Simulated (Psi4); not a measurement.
**r2SCAN/def2-TZVP (core potential) run of ZrO (SMILES [O][Zr])**

What is the energy change on altering one bond length of ZrO at r2SCAN/def2-TZVP (core potential)? 

The calculation is run with Psi4 1.11.

1 further run of the same task is left out (set aside as unsound or not needed).

## (1) The system as given

ZrO has 2 atoms, charge 0, and is taken as a singlet. SMILES: `[O][Zr]`. The bond length is the measured one.

Bond lengths: O1–Zr2 1.712 Å.

## (2) Energy and forces at r2SCAN/def2-TZVP (core potential)

File input.json:

```json
{
 "schema_name": "qcschema_input",
 "schema_version": 1,
 "molecule": {
  "schema_name": "qcschema_molecule",
  "schema_version": 2,
  "symbols": ["O", "Zr"],
  "geometry": [0.0, 0.0, 0.0, 0.0, 0.0, 3.23445523],
  "molecular_charge": 0,
  "molecular_multiplicity": 1,
  "fix_symmetry": "c1",
  "fix_com": true,
  "fix_orientation": true
 },
 "driver": "gradient",
 "model": {
  "method": "r2scan",
  "basis": "def2-TZVP"
 },
 "keywords": {
  "reference": "rks",
  "puream": true,
  "e_convergence": 1e-09,
  "d_convergence": 1e-08,
  "scf_type": "pk",
  "dft_radial_points": 99,
  "dft_spherical_points": 590,
  "scf_properties": ["WIBERG_LOWDIN_INDICES", "MULLIKEN_CHARGES", "DIPOLE"]
 }
}
```

Started as:

```
$ psi4 --qcschema input.json -n 1 --memory 1600MB
```

stdout:

```text
[...]
    !!!  WARNING: ECP capability is in beta. Please check occupations closely.  !!!
[...]
  Running in c1 symmetry.
[...]
  Nuclear repulsion =   29.680423185205132
[...]
  Multiplicity = 1
[...]
  Nalpha       = 10
  Nbeta        = 10
[...]
    Number of basis functions: 71
[...]
   @RKS iter   1:  -121.76979272530122    8.63737e-02   1.52161e-02 DIIS/ADIIS
[...]
   @RKS iter  15:  -122.25076024861855    0.00000e+00   2.31824e-09 DIIS
[...]
    Orbital Energies [Eh]
    ---------------------
    Doubly Occupied:
       1A    -18.967054     2A     -2.142397     3A     -1.306767
       4A     -1.287096     5A     -1.287096     6A     -0.842727
       7A     -0.330674     8A     -0.330674     9A     -0.325124
      10A     -0.173246
[...]
  @RKS Final Energy:  -122.25076024861855
   => Energetics <=
    Nuclear Repulsion Energy =             29.6804231852051323
    One-Electron Energy =                -240.6344732406797675
    Two-Electron Energy =                 103.0214586264756917
    DFT Exchange-Correlation Energy =     -14.3181688196196095
    Empirical Dispersion Energy =           0.0000000000000000
    VV10 Nonlocal Energy =                  0.0000000000000000
    Total Energy =                       -122.2507602486185476
[...]
 Multipole Moments:
 ------------------------------------------------------------------------------------
     Multipole            Electronic (a.u.)      Nuclear  (a.u.)        Total (a.u.)
 ------------------------------------------------------------------------------------
 L = 1.  Multiply by 2.5417464519 to convert [e a0] to [Debye]
 Dipole X            :          0.0000000            0.0000000            0.0000000
 Dipole Y            :         -0.0000000            0.0000000           -0.0000000
 Dipole Z            :        -37.8954520           38.8134628            0.9180108
 Magnitude           :                                                    0.9180108
[...]
  Mulliken Charges: (a.u.)
   Center  Symbol    Alpha    Beta     Spin     Total
       1     O     4.24585  4.24585  0.00000 -0.49169
       2    ZR     5.75415  5.75415  0.00000  0.49169
   Total alpha = 10.00000, Total beta = 10.00000, Total charge =  0.00000
  Wiberg Bond Indices using Orthogonal Lowdin Orbitals:
[...]
  -Total Gradient:
     Atom            X                  Y                   Z
    ------   -----------------  -----------------  -----------------
       1       -0.000000000250     0.000000000161     0.003674986008
       2        0.000000000247    -0.000000000162    -0.003659906311
[...]
```

The result, in JSON:

```text
{
 "driver": "gradient",
 "model": {
  "method": "r2scan",
  "basis": "def2-TZVP"
 },
 "success": true,
 "return_result": [-2.499966242699178e-10, 1.6120004293712525e-10, 0.003674986008378789, 2.465791090892696e-10, -1.615298288764084e-10, -0.003659906310993055],
 "properties": {
  "calcinfo_nbasis": 71,
  "calcinfo_nmo": 71,
  "calcinfo_nalpha": 10,
  "calcinfo_nbeta": 10,
  "calcinfo_natom": 2,
  "nuclear_repulsion_energy": 29.680423185205132,
  "return_energy": -122.25076024861855,
  "return_gradient": [-2.499966242699178e-10, 1.6120004293712525e-10, 0.003674986008378789, 2.465791090892696e-10, -1.615298288764084e-10, -0.003659906310993055],
  "scf_one_electron_energy": -240.63447324067977,
  "scf_two_electron_energy": 103.02145862647569,
  "scf_xc_energy": -14.31816881961961,
  "scf_dipole_moment": [2.7146564924547736e-08, -2.5807015673114206e-08, 0.9180107797227066],
  "scf_total_energy": -122.25076024861855,
  "scf_total_gradient": [-2.499966242699178e-10, 1.6120004293712525e-10, 0.003674986008378789, 2.465791090892696e-10, -1.615298288764084e-10, -0.003659906310993055],
  "scf_iterations": 15
 }
}
```

Wall time 9.3 s (1 thread of Intel Xeon 6975P-C (Granite Rapids), shared host); peak memory 0.78 GiB.

## (3) The distorted shape: the energy at r2SCAN/def2-TZVP (core potential)

File ozr.inp:

```
memory 1600 mb

molecule {
  0 1
  O
  Zr 1 r2

  r2 = 2.2251
  units angstrom
  symmetry c1
}

set basis def2-TZVP
set puream true
set e_convergence 1e-09
set d_convergence 1e-08
set scf_type pk
set dft_radial_points 99
set dft_spherical_points 590

energy_value, wavefunction = energy('r2scan', return_wfn=True)
```

Started as:

```
$ psi4 -n 1 ozr.inp ozr.out
```

ozr.out:

```text
[...]
    !!!  WARNING: ECP capability is in beta. Please check occupations closely.  !!!
[...]
  Running in c1 symmetry.
[...]
  Nuclear repulsion =   22.830889499042744
[...]
  Multiplicity = 1
[...]
  Nalpha       = 10
  Nbeta        = 10
[...]
    Number of basis functions: 71
[...]
   @RKS iter   1:  -121.48413480460775    1.70227e-01   1.55564e-02 DIIS/ADIIS
[...]
   @RKS iter  22:  -122.13523165329465   -1.22213e-12   5.67642e-09 DIIS
[...]
    Orbital Energies [Eh]
    ---------------------
    Doubly Occupied:
       1A    -18.944559     2A     -2.179008     3A     -1.325162
       4A     -1.325162     5A     -1.299534     6A     -0.804226
       7A     -0.269660     8A     -0.241613     9A     -0.241613
      10A     -0.193008
[...]
  @RKS Final Energy:  -122.13523165329465
   => Energetics <=
    Nuclear Repulsion Energy =             22.8308894990427440
    One-Electron Energy =                -227.1652674100738238
    Two-Electron Energy =                  96.3170054051330453
    DFT Exchange-Correlation Energy =     -14.1178591473966080
    Empirical Dispersion Energy =           0.0000000000000000
    VV10 Nonlocal Energy =                  0.0000000000000000
    Total Energy =                       -122.1352316532946531
[...]
 Multipole Moments:
 ------------------------------------------------------------------------------------
     Multipole            Electronic (a.u.)      Nuclear  (a.u.)        Total (a.u.)
 ------------------------------------------------------------------------------------
 L = 1.  Multiply by 2.5417464519 to convert [e a0] to [Debye]
 Dipole X            :          0.0000002            0.0000000            0.0000002
 Dipole Y            :         -0.0000000            0.0000000           -0.0000000
 Dipole Z            :         23.0050640          -20.9368169            2.0682472
 Magnitude           :                                                    2.0682472
[...]
```

It took 10 s on 1 thread of Intel Xeon 6975P-C (Granite Rapids), shared host; peak memory 0.77 GiB.

## (4) What came out

At r2SCAN/def2-TZVP (core potential):

```
                                                          quantity          value
                                         first shape: total energy  -122.25076 Eh
                                        first shape: dipole moment         2.33 D
                                          first shape: HOMO energy       -4.71 eV
                                          first shape: LUMO energy       -4.21 eV
                                        first shape: HOMO–LUMO gap        0.51 eV
                             first shape: largest force on an atom     0.189 eV/Å
                                     distorted shape: total energy  -122.13523 Eh
                                    distorted shape: dipole moment         5.26 D
                                      distorted shape: HOMO energy       -5.25 eV
                                      distorted shape: LUMO energy       -4.98 eV
                                    distorted shape: HOMO–LUMO gap        0.27 eV
energy change with the O1–Zr2 bond stretched from 1.712 to 2.225 Å       3.144 eV
```

In words: With the O1–Zr2 bond stretched from 1.712 to 2.225 Å the energy rises by 3.14 eV (72 kcal/mol). The first shape isn't relaxed at this level, so the change isn't measured from a minimum.
